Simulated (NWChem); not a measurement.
# BPH6 (SMILES [BH3-][PH3+]): BP86/LANL2DZ (core potential)

What is the electronic atomisation energy of BPH6 at BP86/LANL2DZ (core potential)? 

The calculation is run with NWChem 7.3.0.

### 1 The structure to begin with

The species is BPH6 (8 atoms), meant as a singlet with charge 0. SMILES: `[BH3-][PH3+]`. Geometry: relaxed at PBE0-D4/def2-TZVP.

Bond lengths: B1–P2 1.910 Å, B1–H3 1.209 Å, B1–H4 1.209 Å, B1–H5 1.209 Å, P2–H6 1.408 Å, P2–H7 1.409 Å, P2–H8 1.408 Å. Some angles: B1–P2–H6 118.0°, B1–P2–H7 118.1°, B1–P2–H8 118.0°, P2–B1–H3 103.8°, P2–B1–H4 103.8°, P2–B1–H5 103.8°, H6–P2–H7 99.7°, H6–P2–H8 99.7°, H7–P2–H8 99.7°, H3–B1–H4 114.5°.

### 2 A single-point energy at BP86/LANL2DZ (core potential) (run 1)

Contents of bh6p.xyz:

```xyz
8

B     -0.556100     0.227200    -0.914000
P      0.433900    -0.181600     0.667700
H     -1.693400     0.343100    -0.520100
H     -0.367800    -0.730200    -1.628000
H     -0.055500     1.254200    -1.309900
H      0.418800     0.755700     1.718800
H      1.823100    -0.380300     0.547100
H      0.089200    -1.345200     1.382600
```

Contents of bh6p.nw:

```
start bh6p
memory stack 880 mb heap 220 mb global 1100 mb

geometry units angstroms noautosym nocenter noautoz
  load bh6p.xyz
end

basis spherical bse
  B library LANL2DZ
  P library LANL2DZ
  H library LANL2DZ
end

ecp bse
  P library LANL2DZ
end

dft
  xc becke88 perdew86
  grid fine
  convergence energy 1e-08
  iterations 100
  mulliken
  print low
end

task dft
```

Launch:

```sh
$ nwchem bh6p.nw > bh6p.out
```

Log:

```text
[...]
 d= 0,ls=0.0,diis     1    -34.8786628054 -6.29D+01  4.17D-02  1.88D-01     0.4
[...]
 d= 0,ls=0.0,diis     8    -34.9173140439 -3.25D-10  9.53D-07  4.41D-10     2.2
         Total DFT energy =      -34.917314043894
      One electron energy =     -101.823805734788
           Coulomb energy =       46.761986982569
    Exchange-Corr. energy =       -7.908285165930
 Nuclear repulsion energy =       28.052789874255
[...]
      Total Density - Mulliken Population Analysis
     ---------------------------------------------
    Atom       Charge   Shell Charges
 -----------   ------   -------------------------------------------------------
    1 B    5     5.73   2.00  0.62  0.57  2.31  0.24
    2 P    5     4.81   0.85  0.85  1.93  1.18
    3 H    1     0.88   0.50  0.37
    4 H    1     0.88   0.50  0.37
    5 H    1     0.88   0.50  0.37
    6 H    1     0.94   0.51  0.43
    7 H    1     0.94   0.51  0.43
    8 H    1     0.94   0.51  0.43
[...]
```

Wall time 2.7 s (1 thread of Intel Xeon 6975P-C (Granite Rapids), shared host); peak memory 0.12 GiB.

### 3 The B atom at the same level (run 2)

Contents of b.nw:

```
start b
title "B energy"
memory 2200 mb

geometry units angstroms noautosym nocenter noautoz
   B     0.000000    0.000000    0.000000
end

basis spherical bse
   B library LANL2DZ
end

dft
   xc becke88 perdew86
   mult 2
   grid fine
   convergence energy 1e-08
   maxiter 100
   mulliken
   print low
end

task dft energy
```

Run the same way, it converges to -24.64598 Eh (log not shown).

Run 3 isn't shown in full; the table further down has it.

### 4 The P atom at the same level (run 4)

Contents of mol.nw:

```
start mol
title "P"
memory stack 880 mb heap 220 mb global 1100 mb
geometry units angstrom noautosym nocenter noautoz
   P     0.000000    0.000000    0.000000
end
basis spherical bse
   * library LANL2DZ
end
ecp bse
   P library LANL2DZ
end
dft
   xc becke88 perdew86
   mult 4
   grid fine
   convergence energy 1e-08
   maxiter 100
   mulliken
   print low
end
task dft energy
```

Run the same way, it converges to -6.43995 Eh (log not shown).

### 5 The series

```csv
run,level,core potential,partner,energy (Eh),wall time
1,BP86/LANL2DZ (core potential),LANL2DZ,base,-34.917314,2.7 s
2,UBP86/LANL2DZ,–,atoms,-24.645983,0.7 s
3,UBP86/LANL2DZ,–,atoms,-0.496713,0.6 s
4,UBP86/LANL2DZ (core potential),LANL2DZ,atoms,-6.439947,0.74 s
```

### 6 Outcome

At BP86/LANL2DZ (core potential):

| quantity | value |
| --- | --- |
| P atom: total energy | -6.43995 Eh |
| P atom: ⟨S²⟩ | 3.750 |
| electronic atomisation energy | 23.160 eV |

Taking the molecule apart into free atoms costs 23.16 eV (534 kcal/mol), before zero-point energy and without spin-orbit coupling. The basis has no polarisation functions, which makes bonds too weak. All runs together took 4.8 s, the longest 2.7 s.
